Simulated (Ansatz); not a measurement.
# SiBiS: the cost of one run

Method: DFT PBE, scalar-relativistic, plane waves, PAW, in Ansatz 0.2.0.

### Step 1. The system as given

The structure is hexagonal, space group P6_3/mmc (No. 194). Conventional cell: a = 6.244 Å, b = 6.244 Å, c = 4.768 Å, α = 90.00°, β = 90.00°, γ = 120.00°. Si (site symmetry -6m2) is surrounded by 2 Bi at 2.38 Å. Around Bi (site symmetry -6m2) lie 2 Si at 2.38 Å. S (site symmetry -3m) is surrounded by 2 S at 2.38 Å.

As a file:

```cif
data_structure
_symmetry_space_group_name_H-M 'P 1'
_symmetry_Int_Tables_number 1
_cell_length_a 6.2443
_cell_length_b 6.2443
_cell_length_c 4.7678
_cell_angle_alpha 90.000
_cell_angle_beta 90.000
_cell_angle_gamma 120.000
_cell_volume 161.00
loop_
_atom_site_label
_atom_site_type_symbol
_atom_site_fract_x
_atom_site_fract_y
_atom_site_fract_z
_atom_site_occupancy
Si1 Si 0.33333 0.66667 0.75000 1
Si2 Si 0.66667 0.33333 0.25000 1
Bi1 Bi 0.33333 0.66667 0.25000 1
Bi2 Bi 0.66667 0.33333 0.75000 1
S1 S 0.00000 0.00000 0.00000 1
S2 S 0.00000 0.00000 0.50000 1
```

A structure generator made this guess: random cell by space group and Wyckoff sites (P6_3/mmc, No. 194). Its size is a rough estimate.

### Step 2. A first look at the guess

Input file input.yaml:

```yaml
crystal:
  lattice:
    - [6.24427959, 0.0, 0.0]
    - [-3.1221398, 5.40770475, 0.0]
    - [0.0, 0.0, 4.7678107]
  atoms:
    - { symbol: Si, position: [0.33333333, 0.66666667, 0.75] }
    - { symbol: Si, position: [0.66666667, 0.33333333, 0.25] }
    - { symbol: Bi, position: [0.33333333, 0.66666667, 0.25] }
    - { symbol: Bi, position: [0.66666667, 0.33333333, 0.75] }
    - { symbol: S, position: [0.0, 0.0, 0.0] }
    - { symbol: S, position: [0.0, 0.0, 0.5] }
basis:
  ecutwfc: 420
kpoints:
  mp_grid: { grid: [3, 3, 4] }
hamiltonian:
  xc: pbe
scf:
  occupations: { method: gaussian, width: 0.1 }
  lower_state_search: "off"
output:
  forces: true
  stress: true
  eigenvalues: true
```

Launch:

```
$ ansatz run input.yaml --threads 1 --pin off --max-ram 2560MiB --backend cpu --events-out ev --progress --plain --runs-dir out
```

Q: Estimate wall time and peak memory on 1 thread of Arm Neoverse V1, shared host.

About 3.8 s, with a peak of 0.39 GiB.
